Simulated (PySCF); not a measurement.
**A diatomic session: BTe−**

What are the lowest state that PBE0 finds, the bond length, vibrational wavenumber and bond energy of BTe−, and how much do these hang on the method?

Method: B def2-SVPD, Te def2-SVPD with ECP28, scalar-relativistic core potentials; program: PySCF 2.14.0.

## Step 1: The job

Settings of the job:

- atoms: B, Te
- charge: -1
- basis: B def2-SVPD, Te def2-SVPD with ECP28
- Hamiltonian: scalar-relativistic core potentials
- basis functions: 55
- electrons treated: 30
- masses in u: 11.0093, 129.9062
- levels: PBE0, PBE, r²SCAN, LDA, PW91, r²SCAN0, LC-ωPBE, HF, MP2, SCS-MP2, CCSD, CCSD(T)
- grid: 80 radial by 434 angular points
- occupations: held fixed by the projection of orbital angular momentum
- dissociation limit: B + Te−, each in its ground configuration
- starting distance in angstrom: 2.235
- values of 2S to try: 0, 2

Run with:

```sh
OMP_NUM_THREADS=1 python dia.py task.json out
```

Further steps of the session: PBE0 along the bond; Excited determinants; PBE (GGA); r²SCAN; LDA (local density); PW91 (GGA); r²SCAN0; LC-ωPBE; RHF; Adding correlation.

What does the calculation give? Wanted: for each run, Re; ωe; De; μ.

As calculated:

Lowest PBE0 solution found, without spin–orbit coupling: ¹Σ⁺ (singlet), closed shell. State 2 has its PBE0 minimum 1.75 eV higher. The other levels ran on the lowest alone.

```csv
level,Re (Å),ωe (cm⁻¹),De (eV),μ (D)
RHF,2.081,685,2.62,4.33
RHF-MP2,2.066,688,4.18,n/a
RHF-SCS-MP2,2.072,681,3.98,n/a
RHF-CCSD,2.082,668,3.75,n/a
RHF-CCSD(T),2.088,657,3.99,n/a
LDA,2.064,665,5.16,4.93
PBE,2.091,641,4.54,4.78
PW91,2.090,640,4.54,4.74
r²SCAN,2.080,661,4.32,4.88
PBE0,2.072,673,4.28,4.81
r²SCAN0,2.067,682,4.10,4.83
LC-ωPBE,2.042,717,3.94,4.95
```

De is counted to B + Te− in their ground configurations. A positive dipole points from B to Te; in an ion it is taken about the centre of mass and does not tell which atom is negative.

What this shows: Bond lengths run from 2.042 Å (LC-ωPBE) to 2.091 Å (PBE). Among the levels with a De in the table, it runs from 2.62 eV (RHF) to 5.16 eV (LDA).

Correlated steps freeze 5 core orbitals. Spin–orbit coupling is left out, which matters for elements this heavy, above all for dissociation energies. T1 is 0.024 near the minimum (highest on the curve 0.033), which may point to more than one leading configuration. With some functionals the highest level of the anion is positive, from self-interaction error or because the anion is truly unbound there; the finite basis then holds the extra electron, and no neutral molecule was run to test the binding.
